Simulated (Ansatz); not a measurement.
**CCSD(T)/def2-SVP (core potential) run of CH6SeSn (SMILES [CH3][SnH2][SeH])**

What is the electronic atomisation energy of CH6SeSn at CCSD(T)/def2-SVP (core potential)? 

Program for the calculation: Ansatz 0.2.0.

26 further runs of the same task are left out: 26 set aside as unsound or not needed.

## Step 1: The system as given

CH6SeSn: 9 atoms, total charge 0, spin state singlet. As SMILES, `[CH3][SnH2][SeH]`. The shape is that of a PBE0-D4/def2-TZVP optimisation. This is one conformer, not always the lowest.

Bond lengths: C1–Sn2 2.136 Å, Sn2–Se3 2.540 Å, C1–H4 1.089 Å, C1–H5 1.090 Å, C1–H6 1.091 Å, Sn2–H7 1.710 Å, Sn2–H8 1.707 Å, Se3–H9 1.469 Å. Some angles: C1–Sn2–Se3 109.5°, C1–Sn2–H7 111.1°, C1–Sn2–H8 112.0°, Se3–Sn2–H7 109.1°, Se3–Sn2–H8 104.3°, Sn2–C1–H4 109.3°, Sn2–C1–H5 109.6°, Sn2–C1–H6 110.1°, Sn2–Se3–H9 92.2°, H7–Sn2–H8 110.6°.

## Step 2: The energy at CCSD(T)/def2-SVP (core potential)

File job.yaml:

```yaml
crystal:
  periodic: [false, false, false]
  atoms:
    - {symbol: C, position_ang: [-0.174500, 1.157500, -0.743700]}
    - {symbol: Sn, position_ang: [0.300500, -0.850100, -0.190700]}
    - {symbol: Se, position_ang: [0.644400, -0.976600, 2.322400]}
    - {symbol: H, position_ang: [0.629100, 1.819800, -0.423700]}
    - {symbol: H, position_ang: [-1.102000, 1.460200, -0.258200]}
    - {symbol: H, position_ang: [-0.295900, 1.229200, -1.825300]}
    - {symbol: H, position_ang: [-0.953000, -1.923600, -0.638000]}
    - {symbol: H, position_ang: [1.791400, -1.359500, -0.847800]}
    - {symbol: H, position_ang: [-0.751400, -0.603200, 2.587900]}
basis:
  gaussian: {orbitals: def2-SVP}
scf: {omitted_lower_state_checks: [cluster_reference, increment]}
accuracy: high
correlation: {method: ccsd_t, frozen_orbitals: {C: 1, H: 0, Se: 9, Sn: 4}}
```

Command:

```console
ansatz run job.yaml --threads 1 --pin off --max-ram 2610MiB --events-out events.jsonl --progress --plain --runs-dir runs
```

Log (excerpt; [...] marks lines left out):

```text
Warning: RAYON_NUM_THREADS=1 ignored (pool sized by the plan → 1); use --threads N
Functional definition: HF
  name "HF"
[...]
2314 factors; integrals over basis functions are off by at most 1.4e-8 eV
[...]
mean field -72225.41704791 eV, -2654.2351203647 hartree, gradient 5.8e-8 eV, S^2 0.000000; 0 other end points of the search recorded, 0 dependent functions left out
14 core orbitals not correlated: weight in the atoms' cores, before any rotation towards them, 1.000 or more for the frozen orbitals, at most 0.000 for the correlated occupied ones
reference -72225.41704791 eV, -2654.2351203647 hartree; 20, 20 occupied and 68, 68 virtual orbitals, 2314 factors
second order -13.69166679 eV of doubles, -0.00000000 eV of singles
cycle   1  -14.29966858 eV  change   -6.1e-1 eV  update   8.2e-2
[...]
cycle  20  -14.77317108 eV  change   7.8e-10 eV  update   2.8e-9
perturbative correction -0.39909094 eV, -0.0146663216 hartree
Total energy: -72240.58930993 eV, -2654.7926907099 hartree
Checks for a lower state left out: cluster_reference, increment
```

Run time: 63 s. Hardware: 1 thread of Arm Neoverse V1, shared host; peak memory 0.73 GiB.

## Step 3: The C atom

File run.yaml:

```yaml
crystal:
  periodic: [false, false, false]
  atoms:
    - symbol: C
      position_ang: [0.000000, 0.000000, 0.000000]
basis:
  gaussian:
    orbitals: def2-SVP
magnetization:
  spin_polarized: true
  initial_magnetization: 2
correlation:
  method: ccsd_t
  frozen_orbitals: {C: 1}
accuracy: high
scf:
  omitted_lower_state_checks: [cluster_reference, increment]
```

Command:

```console
ansatz run run.yaml --threads 1 --pin off --max-ram 2610MiB --events-out events.jsonl --progress --plain --runs-dir runs
```

Log (excerpt; [...] marks lines left out):

```text
Warning: RAYON_NUM_THREADS=1 ignored (pool sized by the plan → 1); use --threads N
[... 2 set-up lines as earlier in the session ...]
[...]
95 factors; integrals over basis functions are off by at most 1.9e-9 eV
[...]
mean field -1024.37889008 eV, -37.6452298613 hartree, gradient 4.4e-9 eV, S^2 2.006584; 3 other end points of the search recorded, 0 dependent functions left out
1 core orbitals not correlated: weight in the atoms' cores, before any rotation towards them, 1.000 or more for the frozen orbitals, at most 0.000 for the correlated occupied ones
reference -1024.37889008 eV, -37.6452298613 hartree; 3, 1 occupied and 10, 12 virtual orbitals, 95 factors
second order -1.36297658 eV of doubles, -0.00000000 eV of singles
cycle   1  -1.70499296 eV  change   -3.4e-1 eV  update   4.4e-2
[...]
cycle  16  -1.88210371 eV  change   1.4e-10 eV  update  5.4e-11
perturbative correction -0.02748525 eV, -0.0010100644 hartree
Total energy: -1026.28847904 eV, -37.7154059615 hartree
Checks for a lower state left out: cluster_reference, increment
```

Wall time 0.2 s (1 thread of Arm Neoverse V1, shared host).

## Step 4: The H atom: the energy at UHF/def2-SVP

File run.yaml:

```yaml
crystal:
  periodic: [false, false, false]
  atoms:
    - {symbol: H, position_ang: [0.000000, 0.000000, 0.000000]}
basis:
  gaussian:
    orbitals: def2-SVP
magnetization:
  spin_polarized: true
  initial_magnetization: 1
hamiltonian:
  xc: hf
accuracy: high
```

Run the same way, it converges to -0.49928 Eh (log not shown).

## Step 5: The Se atom at the same level

File in.yaml:

```yaml
crystal:
  periodic: [false, false, false]
  atoms:
    - {symbol: Se, position_ang: [0.000000, 0.000000, 0.000000]}
basis:
  gaussian:
    orbitals: def2-SVP
total_charge: 0
magnetization:
  spin_polarized: true
  initial_magnetization: 2
correlation:
  method: ccsd_t
  frozen_orbitals: {Se: 9}
accuracy: high
scf:
  omitted_lower_state_checks: [cluster_reference, increment]
```

Run the same way, it converges to -2399.72919 Eh (log not shown).

## Step 6: The Sn atom, same level

File in.yaml:

```yaml
crystal:
  periodic: [false, false, false]
  atoms:
    - {symbol: Sn, position_ang: [0.000000, 0.000000, 0.000000]}
basis:
  gaussian:
    orbitals: def2-SVP
magnetization:
  spin_polarized: true
  initial_magnetization: 2
correlation:
  method: ccsd_t
  frozen_orbitals: {Sn: 4}
accuracy: high
scf:
  omitted_lower_state_checks: [cluster_reference, increment]
```

Run the same way, it converges to -213.40830 Eh (log not shown).

## Step 7: What came out

Level: CCSD(T)/def2-SVP (core potential), 14 core orbitals frozen.

| quantity | value |
| --- | --- |
| molecule: total energy | -2654.79269 Eh |
| molecule: correlation energy (14 core orbitals frozen) | -557.6 mEh |
| molecule: (T) correction | -14.67 mEh |
| molecule: T1 diagnostic | 0.008 |
| C atom: total energy | -37.71541 Eh |
| C atom: correlation energy (1 core orbital frozen) | -70.2 mEh |
| C atom: (T) correction | -1.01 mEh |
| C atom: ⟨S²⟩ of the reference determinant | 2.007 |
| C atom: T1 diagnostic | 0.007 |
| H atom: total energy | -0.49928 Eh |
| H atom: ⟨S²⟩ | 0.750 |
| Se atom: total energy | -2399.72919 Eh |
| Se atom: correlation energy (9 core orbitals frozen) | -199.5 mEh |
| Se atom: (T) correction | -3.34 mEh |
| Se atom: ⟨S²⟩ of the reference determinant | 2.007 |
| Se atom: T1 diagnostic | 0.005 |
| Sn atom: total energy | -213.40830 Eh |
| Sn atom: correlation energy (4 core orbitals frozen) | -72.2 mEh |
| Sn atom: (T) correction | -1.51 mEh |
| Sn atom: ⟨S²⟩ of the reference determinant | 2.010 |
| Sn atom: T1 diagnostic | 0.005 |
| electronic atomisation energy | 25.691 eV |

What this shows: Taking the molecule apart into free atoms costs 25.69 eV (2479 kJ/mol), before zero-point energy and without spin-orbit coupling. The triples (molecule) make up 2.6 % of the correlation energy. The triples (C atom) make up 1.4 % of the correlation energy. The triples (Se atom) make up 1.7 % of the correlation energy. The triples (Sn atom) make up 2.1 % of the correlation energy.
